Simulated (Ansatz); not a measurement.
# COF2 (SMILES O=C(F)F): SVWN5/STO-3G

Aim: the electronic atomisation energy of COF2 at SVWN5/STO-3G, from 4 runs. 

The results are computed with Ansatz 0.2.0.

55 further runs of the same task are left out: 6 that didn't finish, 49 set aside as unsound or not needed.

## (1) The system as given

COF2: 4 atoms, total charge 0, spin state singlet. SMILES: `O=C(F)F`. The shape is that of a GFN2-xTB optimisation.

Bond lengths: O1–C2 1.159 Å, C2–F3 1.317 Å, C2–F4 1.317 Å. Angles: O1–C2–F3 126.8°, O1–C2–F4 126.7°, F3–C2–F4 106.5°.

## (2) The energy at SVWN5/STO-3G

File molecule.yaml:

```yaml
crystal:
  periodic: [false, false, false]
  atoms:
    - symbol: O
      position_ang: [-1.243810, -0.157330, 0.153910]
    - symbol: C
      position_ang: [-0.102510, -0.013170, 0.012900]
    - symbol: F
      position_ang: [0.851050, -0.823360, 0.422470]
    - symbol: F
      position_ang: [0.495270, 0.993860, -0.589280]
basis:
  gaussian: {orbitals: STO-3G}
hamiltonian: {xc: {name: SVWN5}}
accuracy: high
```

Started as:

```
$ ansatz run molecule.yaml --threads 1 --pin off --max-ram 2610MiB --events-out events.jsonl --progress --plain --runs-dir runs
```

The log of the run:

```text
Warning: RAYON_NUM_THREADS=1 ignored (pool sized by the plan → 1); use --threads N
Functional definition: SVWN5
  name "SVWN5"
  exchange = slater_x
  correlation = vwn5_c
368 factors; integrals over basis functions are off by at most 3.2e-8 eV
mean field evaluation 1: about -8334.6526 eV, gradient 3.3e1 eV
mean field evaluation 2: about -8312.3278 eV, gradient 1.0e2 eV
mean field evaluation 4: about -8337.6762 eV, gradient 4.6e0 eV
mean field evaluation 8: about -8337.6759 eV, gradient 1.3e-1 eV
mean field evaluation 16: about -8337.6760 eV, gradient 1.3e-7 eV
mean field -8337.67597950 eV, -306.4039407670 hartree, gradient 1.5e-8 eV, S^2 0.000000; 0 other end points of the search recorded, 0 dependent functions left out
reference -8337.67598028 eV, -306.4039407955 hartree; 16, 16 occupied and 4, 4 virtual orbitals, 368 factors
Total energy: -8337.67598028 eV, -306.4039407955 hartree
```

Run time: 0.5 s. Hardware: 1 thread of Intel Xeon Platinum 8375C at 2.90GHz (Ice Lake), shared host; peak memory 0.11 GiB.

## (3) The C atom

File input.yaml:

```yaml
crystal:
  periodic: [false, false, false]
  atoms:
    - {symbol: C, position_ang: [0.000000, 0.000000, 0.000000]}
basis:
  gaussian: {orbitals: STO-3G}
magnetization: {spin_polarized: true, initial_magnetization: 2}
hamiltonian: {xc: {name: SVWN5}}
accuracy: high
```

Run the same way, it converges to -36.95339 Eh (log not shown).

## (4) The F atom at the same level

File input.yaml:

```yaml
basis:
  gaussian:
    orbitals: STO-3G
crystal:
  periodic: [false, false, false]
  atoms:
    - symbol: F
      position_ang: [0.000000, 0.000000, 0.000000]
magnetization:
  spin_polarized: true
  initial_magnetization: 1
accuracy: high
hamiltonian:
  xc: {name: SVWN5}
total_charge: 0
```

Run the same way, it converges to -97.58875 Eh (log not shown).

## (5) The O atom, same level

File in.yaml:

```yaml
crystal:
  periodic: [false, false, false]
  atoms:
    - {symbol: O, position_ang: [0.000000, 0.000000, 0.000000]}
basis:
  gaussian:
    orbitals: STO-3G
magnetization:
  spin_polarized: true
  initial_magnetization: 2
hamiltonian:
  xc: {name: SVWN5}
accuracy: high
```

Run the same way, it converges to -73.45137 Eh (log not shown).

## (6) What came out

At SVWN5/STO-3G:

```
                     quantity          value
       molecule: total energy  -306.40394 Eh
         C atom: total energy   -36.95339 Eh
                 C atom: ⟨S²⟩          2.000
         F atom: total energy   -97.58875 Eh
                 F atom: ⟨S²⟩          0.750
         O atom: total energy   -73.45137 Eh
                 O atom: ⟨S²⟩          2.000
electronic atomisation energy      22.359 eV
```

In words: Taking the molecule apart into free atoms costs 22.36 eV (2157 kJ/mol), before zero-point energy and without spin-orbit coupling. In a minimal basis such a difference can be off by several eV, whatever the method.
